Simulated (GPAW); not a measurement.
InSe2:

```
In Se
1.0
     3.89489    0.00000    0.00000
     0.00000    3.89489    0.00000
     0.00000    0.00000    9.62623
In Se
2 4
Direct
  0.50000 0.00000 0.29353
  0.00000 0.50000 0.70647
  0.50000 0.50000 0.00000
  0.00000 0.00000 0.00000
  0.50000 0.00000 0.63379
  0.00000 0.50000 0.36621
```

The cell comes from a database or a generator and needn't be the stable form of this composition.

Program: GPAW 26.7.0. Alike in all runs: no spin polarisation; cell as given; k mesh 6 × 6 × 3; smearing fermi-dirac 0.05 eV.

Problem. Order these runs on this cell by their pressure, lowest first.
A. level PBEsol; potentials or basis PAW data sets generated in the run's folder for this functional, pw; cutoff (eV) 600; maxiter 150; band path GXMGZRAZ,XR,MA; band points 80
B. level LDA; potentials or basis the program's PAW data sets (release 1.2.1) made for this functional, pw; cutoff (eV) 600; maxiter 150; band path GXMGZRAZ,XR,MA; band points 80
C. level PBE; potentials or basis GPAW PAW data sets (gpaw-data 1.2.1), pw; cutoff (eV) 450; maxiter 120; convergence default

Solution. B (-5.2 GPa), A (-3.7 GPa), C (-1.3 GPa).

Caveats: the cutoff is short for stress and forces, so pressures can be off by a GPa or more (some runs).

Not every run made on this cell is shown here.
